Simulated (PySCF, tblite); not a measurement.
**C₅H₉BrGe: geometry, infrared bands and NMR shifts**

What infrared bands and NMR shifts should C₅H₉BrGe (`C[C]1=C(CBr)[CH2][GeH2]1`) show?

Computed with tblite 0.8.0 and PySCF 2.14.0, with density-fitted response routines of our own, on a single molecule in the gas phase. Atoms count from 0, in the outputs and in this text.

## 1. The starting structure

16 atoms, charge 0, multiplicity 1; geometry from: force field or distance geometry start.

Bonds of the start (Å): C0–C1 1.53, C1–C2 1.31, C2–C3 1.49, C3–Br4 1.95, C2–C5 1.46, C5–Ge6 1.88, Ge6–C1 1.88, C0–H7 1.11, C0–H8 1.09, C0–H9 1.09, C3–H10 1.09, C3–H11 1.11, C5–H12 1.15, C5–H13 1.15, Ge6–H14 1.56, Ge6–H15 1.53.

## 2. Optimising the geometry with GFN2-xTB

Job settings and geometry (Å):

```
{"job": {"kind": "relax", "xc": "GFN2-xTB", "basis": "xTB"}, "charge": 0, "multiplicity": 1}
C     -1.502700    -1.363900     0.306000
C     -0.651700    -0.106800     0.109300
C      0.620000    -0.042400    -0.201900
C      1.640700    -1.082800    -0.512000
Br     3.058600    -0.867800     0.804800
C      0.703400     1.417700    -0.191200
Ge    -1.094900     1.706800     0.288600
H     -2.546900    -1.009200     0.173500
H     -1.389800    -1.712200     1.331200
H     -1.210800    -2.109500    -0.436100
H      1.245500    -2.098000    -0.549100
H      2.103900    -0.839800    -1.492000
H      1.486300     1.829400     0.540100
H      0.981600     1.875600    -1.204100
H     -1.400100     2.103300     1.763000
H     -2.050700     2.308500    -0.741600
```

On the command line:

```
$ OMP_NUM_THREADS=1 python probes_run.py task.json out
```

The driver reads the jobs from task.json and runs them one after another.

**Question.** This job is followed by: GFN2-xTB harmonic vibrations, gas phase; GIAO PBE0/pcSseg-1 NMR shielding, non-relativistic, gas phase. What will the session give for the following? strongest single infrared mode (GFN2-xTB); zero-point energy (GFN2-xTB); ¹³C shifts against TMS (PBE0/pcSseg-1); ¹H shifts against TMS (PBE0/pcSseg-1, means over atoms taken as alike); ⁷⁹Br shifts against HBr (PBE0/pcSseg-1); ⁷³Ge shifts against GeMe4 (PBE0/pcSseg-1); surface potential, 1st and 99th percentile.

The runs gave:

| quantity | value |
| --- | --- |
| strongest single infrared mode (GFN2-xTB) | 1968 cm⁻¹, 511 km/mol |
| zero-point energy (GFN2-xTB) | 72.9 kcal/mol |
| ¹³C shifts against TMS (PBE0/pcSseg-1) | 159.2, 158.8, 40.4, 22.9, 19.6 ppm |
| ¹H shifts against TMS (PBE0/pcSseg-1, means over atoms taken as alike) | 4.89, 4.04, 2.23, 2.09 ppm |
| ⁷⁹Br shifts against HBr (PBE0/pcSseg-1) | 412 ppm |
| ⁷³Ge shifts against GeMe4 (PBE0/pcSseg-1) | -149 ppm |
| surface potential, 1st and 99th percentile | -0.76 V and 1.10 V |

**Reading.** Relaxing lowered the energy by 0.993 eV in 69 steps; the close pair that moved most is C5–Ge6, from 1.884 to 2.001 Å. The lowest mode is slightly imaginary (15i cm⁻¹), a soft motion within the noise of the Hessian, so the minimum is not strictly shown. The strongest single mode, at 1968 cm⁻¹, moves mainly H14 and H15. Unscaled tight-binding wavenumbers are off by several per cent, some by more. Its intensities can rank the bands wrongly. C3 stands next to heavy halogen, whose spin-orbit shielding this run leaves out, so the computed shift lies too far downfield, most of all for carbon beside Br or I. At PBE0/pcSseg-1: The largest span, 1514 ppm, is at Br4, where the paramagnetic term is -913 ppm. By nearest atom (PBE0/pcSseg-1), the HOMO sits on C1, C2 about 30 % each; Br4 15 % and the LUMO on Br4 30 %; C1 21 %. Spin-orbit coupling is left out, which matters for shieldings and couplings at and beside the heavy atoms.
